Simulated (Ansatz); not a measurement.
Runs of Ansatz 0.2.0 on Ba2Tl5V3O12. Symmetry: R-3m, No. 166, trigonal system. The conventional cell has a = 8.474 Å, b = 8.474 Å, c = 18.385 Å, α = 90.00°, β = 90.00°, γ = 120.00°. Around Ba (site symmetry -3m) lie 12 O at 3.23 Å. Around Ba (site symmetry -3m) lie 12 O at 3.22 Å. V (site symmetry 2/m) has 4 O at 1.82 Å as nearest neighbours. Around Tl (site symmetry 2/m) lie 4 O at 2.36 Å. Tl (site symmetry 3m) has 3 V at 2.80 Å and 6 O at 2.84 Å and 3 Tl at 2.98 Å as nearest neighbours. Around O (site symmetry 1) lie 1 V at 1.82 Å. The cell was built by a generator and needn't be a form met in nature.

| task | level | cell | k mesh | cutoff (eV) | points for each segment of the path | gap on the mesh (eV) | pressure (GPa) | moment (μB) | relaxed volume (Å³/atom) | largest force (eV/Å) |
| --- | --- | --- | --- | --- | --- | --- | --- | --- | --- | --- |
| band structure | PBEsol | as given | 4 × 4 × 4 | 420 | 10 | none | -4.3 | 1.04 | - | 0.26 |
| relaxation of cell and atoms | PBEsol | relaxed | 3 × 3 × 3 | 420 | - | none | 0.0 | 1.01 | (a) | - |
| band structure | r2SCAN | as given | 4 × 4 × 4 | 500 | 10 | none | -3.4 | (b) | - | 0.21 |
| relaxation of cell and atoms | r2SCAN | relaxed | 3 × 3 × 3 | 500 | - | none | 0.0 | 1.25 | 16.54 | 0.01 |
| relaxation of cell and atoms | PBEsol+D3(BJ) | relaxed | 3 × 3 × 3 | 420 | - | none | 0.0 | 0.90 | 15.66 | - |

Alike in all rows: potentials or basis Ansatz PAW; spin collinear, ferromagnetic start; smearing fermi-dirac 0.05 eV.

**Question.** Estimate the missing entries.

**Answer.** (a) 16.21; (b) 1.15.

Caveats: semilocal functionals often make such compounds metallic where correlation or magnetic order opens a gap, which also shifts bond lengths; the PAW data sets come from PBE, with cores solved anew for the run's functional, which leaves a small shift of forces and pressure; the plane-wave basis is chosen anew once the cell has moved, so the energies of steps on either side of that aren't comparable (some runs); spin-orbit coupling is left out, which moves the levels of the heavy elements (some runs); the magnetic or orbital state may not be the lowest (some runs); pairwise dispersion overbinds metals, which lowers pressure and volume (some runs).

A k mesh can miss the band edges, and the runs leave out spin-orbit coupling on Ba, Tl.

A gap of «none» marks a metal or a gap under the smearing width.

Runs at the PBE level aren't shown here.
